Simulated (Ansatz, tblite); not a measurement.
# The cluster CdB₉: which isomer is lowest

The task here is to estimate one member of a computed series from the others.

The runs use Ansatz 0.2.0, Gaussian basis; relaxed with PBE-D4/def2-SVP, doublet.

2 further runs of the same task are left out: 2 set aside as unsound or not needed.

### Where the work starts

10 atoms, charge 0, spin multiplicity 2.

Atoms are counted from 1 here; the program's logs count them from 0.

Bond lengths: Cd1–B6 2.369 Å, B2–B6 1.552 Å, B2–B7 1.534 Å, B2–B8 1.914 Å, B3–B4 1.533 Å, B3–B10 1.539 Å, B4–B6 1.552 Å, B4–B8 1.925 Å, B5–B7 1.540 Å, B5–B8 1.889 Å, B5–B9 1.526 Å, B8–B10 1.890 Å, B9–B10 1.526 Å. Angles: B6–B2–B7 155.1°, B6–B2–B8 88.0°, B7–B2–B8 67.1°, B4–B3–B10 131.4°, B3–B4–B6 154.3°, B3–B4–B8 66.7°, B6–B4–B8 87.6°, B7–B5–B8 67.7°, B7–B5–B9 139.6°, B8–B5–B9 71.9°, Cd1–B6–B2 127.2°, Cd1–B6–B4 128.1°, B2–B6–B4 104.8°, B2–B7–B5 130.6° and more.

Cd takes a core potential in the def2 sets. No spin-orbit coupling is included.

A search from random starts with GFN1-xTB found 14 distinct shapes; 2 go on here. The structure above is candidate A, which lies 0.00 eV above the lowest at that level; B lies 1.05 eV above the lowest at that level.

Set-up of the first run:

File in.yaml:

```yaml
crystal:
  periodic: [false, false, false]
  atoms:
    - {symbol: Cd, position_ang: [3.343720, -2.476930, 0.697190]}
    - {symbol: B, position_ang: [0.289100, -1.337790, -0.657220]}
    - {symbol: B, position_ang: [0.302080, 1.548920, 1.197890]}
    - {symbol: B, position_ang: [1.148250, 0.290720, 0.971540]}
    - {symbol: B, position_ang: [-1.969490, 0.207820, -1.215130]}
    - {symbol: B, position_ang: [1.469350, -1.078650, 0.316220]}
    - {symbol: B, position_ang: [-1.036850, -1.009350, -1.355710]}
    - {symbol: B, position_ang: [-0.455670, 0.332100, -0.091600]}
    - {symbol: B, position_ang: [-2.059640, 1.519360, -0.440610]}
    - {symbol: B, position_ang: [-1.030860, 2.003800, 0.577420]}
basis:
  gaussian: {orbitals: def2-SVP}
magnetization: {spin_polarized: true, initial_magnetization: 1}
hamiltonian: {xc: pbe, dispersion: d4}
scf: {lower_state_search: "off"}
output: {orbitals: {seedname: orbitals}}
relax: {f_tol: 0.03, max_steps: 70}
```

Started as:

```bash
ansatz run in.yaml --threads 6 --pin off --events-out ev --progress --plain --max-ram 7833MiB
```

Among the steps run: Relaxing candidate A; Relaxing candidate B; Candidate A, PBE0-D4/def2-TZVP; Candidate A, PBE-D4/def2-TZVP; Candidate A, r2SCAN-D4/def2-TZVP.

One table of the session follows, with a row left open; its other results are not shown here.

It belongs to the step «A against B». 

```
              level  A above B (kJ/mol)
           GFN1-xTB              -179.2
           GFN2-xTB              -176.4
   PBE-D4/def2-TZVP                +7.8
r2SCAN-D4/def2-TZVP                   ?
  PBE0-D4/def2-TZVP               +19.9
```

Estimate the missing values for r2SCAN-D4/def2-TZVP.

As computed: A above B (kJ/mol): +7.4. In the column «A above B (kJ/mol)» it lies between GFN2-xTB (-176.4) and PBE-D4/def2-TZVP (+7.8).

Limits of these values: A random search of this size may have missed the true lowest shape. Only doublets are compared; another spin may lie lower and prefer another shape.
